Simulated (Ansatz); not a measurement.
# Mg3Zn2O: the cost of one run

Computed with Ansatz 0.2.0 (DFT PBE, scalar-relativistic, plane waves, PAW, unless a step's input says otherwise).

## 1. The starting structure

It takes space group Cmmm (No. 65, orthorhombic). Conventional cell: a = 4.985 Å, b = 8.353 Å, c = 3.915 Å, α = 90.00°, β = 90.00°, γ = 90.00°. Mg (site symmetry m2m) is surrounded by 5 Mg at 2.37 to 2.91 Å and 4 Zn at 2.44 Å and 3 O at 2.83 to 2.84 Å. Mg (site symmetry mmm) is surrounded by 4 Mg at 2.37 Å and 4 Zn at 2.43 Å and 4 O at 3.17 Å. Zn (site symmetry 2/m) is surrounded by 6 Mg at 2.43 to 2.44 Å and 2 Zn at 2.49 Å and 4 O at 3.12 Å. O (site symmetry mmm) is surrounded by 10 Mg at 2.83 to 3.17 Å and 8 Zn at 3.12 Å.

Coordinates:

```
Mg Zn O
1.0
     2.49271   -4.17669    0.00000
     2.49271    4.17669    0.00000
     0.00000    0.00000    3.91475
Mg Zn O
3 2 1
Direct
  0.16013 0.83987 0.00000
  0.83987 0.16013 0.00000
  0.00000 0.00000 0.50000
  0.00000 0.50000 0.50000
  0.50000 0.00000 0.50000
  0.50000 0.50000 0.00000
```

A structure generator made this guess: species swapped into a database cell of CeGa2Cu3 (Cmmm, No. 65), with O on the Ce sites, Zn on the Ga sites and Mg on the Cu sites. The dimensions are guesses.

## 2. Probe: one point on a coarse mesh

Contents of input.yaml:

```yaml
crystal:
  lattice:
    - [2.49270607, -4.17669119, 0.0]
    - [2.49270607, 4.17669119, 0.0]
    - [0.0, 0.0, 3.9147502]
  atoms:
    - { symbol: Mg, position: [0.1601293, 0.8398707, 0.0] }
    - { symbol: Mg, position: [0.8398707, 0.1601293, 0.0] }
    - { symbol: Mg, position: [0.0, 0.0, 0.5] }
    - { symbol: Zn, position: [0.0, 0.5, 0.5] }
    - { symbol: Zn, position: [0.5, 0.0, 0.5] }
    - { symbol: O, position: [0.5, 0.5, 0.0] }
basis:
  ecutwfc: 420
kpoints:
  mp_grid: { grid: [4, 4, 4] }
hamiltonian:
  xc: pbe
scf:
  occupations: { method: gaussian, width: 0.1 }
  lower_state_search: "off"
output:
  forces: true
  stress: true
  eigenvalues: true
```

Run with:

```sh
$ ansatz run input.yaml --threads 1 --pin off --max-ram 2560MiB --backend cpu --events-out ev --progress --plain --runs-dir out
```

**Question.** How long does this run take on 1 thread of Intel Xeon at 2.50GHz (Skylake/Cascade Lake), shared host, and how much memory does it need?

About 9.8 s, with a peak of 0.39 GiB.
